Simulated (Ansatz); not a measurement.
The system is MnPd3.

```
CELL_PARAMETERS angstrom
1.42309 0.82162 8.77331
-1.42309 0.82162 8.77331
0.00000 -1.64324 8.77331
ATOMIC_POSITIONS crystal
Pd 0.74482 0.74482 0.74482
Pd 0.50000 0.50000 0.50000
Pd 0.25518 0.25518 0.25518
Mn 0.00000 0.00000 0.00000
```

The cell comes from a database or a generator and needn't be the stable form of this composition.

Base run:

| Item | Value |
| --- | --- |
| Program | Ansatz 0.2.0 |
| Functional | PBEsol |
| Potentials or basis | all-electron LAPW, scalar-relativistic |
| Cutoff | 259 eV (chosen from the basis error) |
| Basis error allowed | 0.002 eV/atom |
| k mesh | 11 × 11 × 11 |
| Occupations | fermi-dirac, width 0.05 eV |
| Spin | collinear spin, ferromagnetic start |
| Starting moments | [0.0, 0.0, 0.0, 4.0] μB |

Its results: pressure -9.2 GPa; net moment 4.49 μB per cell; site moments Pd +0.27, +0.04; Mn +3.81 μB; largest force 0.049 eV/Å.

Task: The run is repeated on the same cell with these changes: functional from PBEsol to LDA. What comes out?

Result: Pressure -15.0 GPa; net moment 4.33 μB per cell; site moments Pd +0.25, +0.02; Mn +3.70 μB; largest force 0.038 eV/Å.

LDA binds more tightly than PBEsol, so the same cell stands under less pressure.
